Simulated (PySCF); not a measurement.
**A diatomic session: KCd+**

The task here is to estimate one member of a computed series from the others.

The runs use PySCF 2.14.0; K def2-SVP, Cd def2-SVP with ECP28, scalar-relativistic core potentials.

Set-up of the first run:

The job is set up so:

```json
{"atoms": "K, Cd", "charge": "1", "basis": "K def2-SVP, Cd def2-SVP with ECP28", "Hamiltonian": "scalar-relativistic core potentials", "basis functions": "55", "electrons treated": "38", "masses in u": "38.9637, 113.9034", "levels": "PBE0, PBE, r²SCAN, B3LYP, TPSSh, MN15, HF, MP2, SCS-MP2, CCSD, CCSD(T)", "grid": "80 radial by 434 angular points", "occupations": "held fixed by the projection of orbital angular momentum", "dissociation limit": "K+ + Cd, each in its ground configuration", "starting distance in angstrom": "3.445", "values of 2S to try": "0, 2"}
```

On the command line:

```sh
$ OMP_NUM_THREADS=1 python dia.py task.json out
```

Among the steps run: The job; First curve: PBE0; Other states along the same grid; PBE (GGA); r²SCAN (meta-GGA); B3LYP; TPSSh; MN15; RHF; Adding correlation.

One of the session's tables, all rows but one given; the rest of the session is left out.

```
      level  Re (Å)  ωe (cm⁻¹)  De (eV)
        RHF   3.929       58.4    0.204
    RHF-MP2   3.692       71.3    0.240
RHF-SCS-MP2   3.723       69.4    0.229
   RHF-CCSD   3.737       69.0    0.231
RHF-CCSD(T)   3.732       69.2    0.230
        PBE   3.671       68.1    0.245
     r²SCAN   3.686       66.5    0.221
      TPSSh   3.701       66.6    0.237
      B3LYP       ?          ?        ?
       PBE0   3.684       67.8    0.240
       MN15   3.710       66.4    0.235
```

**Question.** Estimate the row for B3LYP.

As computed: Re (Å): 3.714; ωe (cm⁻¹): 64.9; De (eV): 0.216. In the column «Re (Å)» it lies between MN15 (3.710) and RHF-SCS-MP2 (3.723).

De is counted to K+ + Cd in their ground configurations.

Limits of these values: The bond is weak, and basis-set superposition, which was not computed, may be a sizeable part of it.
